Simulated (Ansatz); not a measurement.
A nudged elastic band was laid between two geometries of a periodic cell of 17 atoms, Mg8HO8 (host MgO, host structure Fm-3m, interstitial H).

All numbers below come from Ansatz, DFT PBE-D3(BJ), scalar-relativistic, plane waves, PAW. Settings: PAW set soft_1, cutoff 420 eV, k mesh 3x3x3, gaussian smearing 0.05 eV, spin collinear.

| Property | Result |
| --- | --- |
| movable images | 5 |
| climbing image | yes |
| spring | 5.0 eV/Å² |
| optimiser | fire |
| start path | straight line |
| force threshold | 0.03 eV/Å |
| iteration limit | 71 |
| end points | relaxed |

First end point:

```xyz
17
Lattice="0.0000 4.2703 4.2703 4.2703 0.0000 4.2703 4.2703 4.2703 0.0000" Properties=species:S:1:pos:R:3
Mg -0.013 -0.017 0.012
O 2.139 2.136 2.130
Mg 2.151 2.147 0.012
O 4.268 4.265 2.130
Mg 2.139 -0.005 2.130
O 4.223 2.181 4.317
Mg 4.257 2.147 2.119
O 6.410 4.265 4.271
Mg -0.002 2.136 2.130
O 2.185 4.219 4.317
Mg 2.151 4.253 2.118
O 4.268 6.406 4.271
Mg 2.139 2.136 4.271
O 4.222 4.219 6.354
Mg 4.268 4.265 4.271
O 6.455 6.452 6.355
H 5.339 5.334 7.470
```

Last end point:

```xyz
17
Lattice="0.0000 4.2703 4.2703 4.2703 0.0000 4.2703 4.2703 4.2703 0.0000" Properties=species:S:1:pos:R:3
Mg -0.016 0.012 0.015
O 2.183 2.084 2.087
Mg 2.137 2.130 0.003
O 4.266 4.271 2.132
Mg 2.137 0.001 2.132
O 4.266 2.130 4.274
Mg 4.266 2.130 2.133
O 6.408 4.271 4.274
Mg -0.016 2.118 2.121
O 2.183 4.317 4.319
Mg 2.148 4.283 2.121
O 4.220 6.354 4.320
Mg 2.149 2.118 4.285
O 4.220 4.317 6.357
Mg 4.266 4.271 4.274
O 6.408 6.400 6.402
H 5.336 3.200 7.473
```

**Question.** What changes between the two ends?

**Answer.** The atom that moves furthest is H17, by 2.13 Å; four of its nearest neighbours are Mg11 1.87, Mg1 1.87, Mg7 1.87, Mg3 1.87 Å at the first end and Mg9 1.87, Mg13 1.87, Mg1 1.87, Mg11 1.87 Å at the last.

**Question.** Give the energies along the band, and the barrier.

**Answer.** It converged. The highest image is number 3 of 0 to 6, 0.54 eV above the ends, which have the same energy within 2 meV. By the program's own check the climbing image is a first-order saddle point (lowest curvatures found: -1.74 and 0.25 eV/Å²). Limits of this set-up: coarse k mesh, a small cell, in which the defect meets its images, a typed lattice constant that wasn't relaxed here.

| image | path coordinate (Å) | energy (eV) | Mg3–H17 (Å) | Mg7–H17 (Å) | Mg9–H17 (Å) |
| --- | --- | --- | --- | --- | --- |
| 0 | 0.00 | 0.00 | 1.87 | 1.87 | 3.54 |
| 1 | 0.39 | 0.13 | 2.10 | 1.94 | 3.16 |
| 2 | 0.78 | 0.41 | 2.41 | 2.10 | 2.77 |
| 3 | 1.16 | 0.54 | 2.70 | 2.41 | 2.41 |
| 4 | 1.55 | 0.41 | 3.02 | 2.77 | 2.10 |
| 5 | 1.94 | 0.13 | 3.29 | 3.16 | 1.94 |
| 6 | 2.33 | 0.00 | 3.54 | 3.54 | 1.87 |

**Question.** What is the geometry of the highest image?

**Answer.** 
```xyz
17
Lattice="0.0000 4.2703 4.2703 4.2703 0.0000 4.2703 4.2703 4.2703 0.0000" Properties=species:S:1:pos:R:3
Mg -0.061 -0.002 0.158
O 2.142 2.165 2.146
Mg 2.141 2.075 0.005
O 4.307 4.268 2.170
Mg 2.103 -0.002 2.170
O 4.281 2.100 4.277
Mg 4.288 2.047 2.151
O 6.418 4.268 4.282
Mg 0.017 2.218 2.152
O 2.251 4.268 4.386
Mg 2.294 4.267 2.074
O 4.282 6.436 4.277
Mg 2.140 2.191 4.275
O 4.073 4.268 6.206
Mg 4.306 4.268 4.237
O 6.413 6.370 6.416
H 5.186 4.268 7.320
```

Run time: 57 min on 4 threads of Arm Neoverse V1, on a shared host, peak memory 2.5 GiB.
